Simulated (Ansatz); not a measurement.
# ClF4H3NTa: the cost of one run

All numbers below are computed with Ansatz 0.2.0 (RKS PBE0-D4/def2-SVP).

### 1 The structure to begin with

Bond lengths: Ta1–Cl2 2.820 Å, Ta1–N3 2.160 Å, N3–H4 1.060 Å, N3–H5 1.060 Å, Ta1–F6 1.930 Å, Ta1–F7 1.930 Å, Ta1–F8 1.930 Å, Ta1–F9 2.230 Å. Angles (14 of 18 angles, heavy atoms first): Cl2–Ta1–N3 90.0°, Cl2–Ta1–F6 90.0°, Cl2–Ta1–F7 120.0°, Cl2–Ta1–F8 120.0°, Cl2–Ta1–F9 71.6°, N3–Ta1–F6 180.0°, N3–Ta1–F7 90.0°, N3–Ta1–F8 90.0°, N3–Ta1–F9 59.6°, F6–Ta1–F7 90.0°, F6–Ta1–F8 90.0°, F6–Ta1–F9 120.4°, F7–Ta1–F8 120.0°, F7–Ta1–F9 148.6°.

Structure file:

```xyz
10

Ta    0.0000    0.0000    0.0000
Cl    2.8200    0.0000    0.0000
N     0.0000    0.0000    2.1600
H    -0.2456   -0.8845    2.6900
H     0.2456    0.8845    2.6900
F     0.0000    0.0000   -1.9300
F    -0.9650    1.6714    0.0000
F    -0.9650   -1.6714    0.0000
F     0.7032   -1.7912    1.1270
H     1.9024   -1.3122    0.8256
```

### 2 A restrained relaxation towards end A

Springs on the bonds that form and break draw the guess towards this end; the thresholds are loose.

Contents of input.yaml:

```yaml
crystal:
  periodic: [false, false, false]
  atoms:
    - { symbol: Ta, position_ang: [0.0, 0.0, 0.0] }
    - { symbol: Cl, position_ang: [2.82, 0.0, 0.0] }
    - { symbol: "N", position_ang: [0.0, 0.0, 2.16] }
    - { symbol: H, position_ang: [-0.2456, -0.8845, 2.69] }
    - { symbol: H, position_ang: [0.2456, 0.8845, 2.69] }
    - { symbol: F, position_ang: [0.0, 0.0, -1.93] }
    - { symbol: F, position_ang: [-0.965, 1.6714, 0.0] }
    - { symbol: F, position_ang: [-0.965, -1.6714, 0.0] }
    - { symbol: F, position_ang: [0.7032, -1.7912, 1.127] }
    - { symbol: H, position_ang: [1.9024, -1.3122, 0.8256] }
basis:
  gaussian: { orbitals: def2-SVP }
hamiltonian:
  xc: pbe0
  dispersion: d4
relax:
  f_tol: 0.15
  max_steps: 25
  restrain:
    - { distance: [0, 8], at: 3.13, k: 30.0 }
    - { distance: [9, 1], at: 2.57, k: 30.0 }
    - { distance: [0, 1], at: 2.47, k: 30.0 }
    - { distance: [9, 8], at: 0.92, k: 30.0 }
```

Launch:

```
ansatz run input.yaml --threads 4 --pin off --max-ram 5120MiB --backend cpu --events-out ev --progress --plain --runs-dir out
```

What time and memory should one allow on 4 threads of Arm Neoverse V1, shared host?

About 74 s, with a peak of 0.42 GiB.
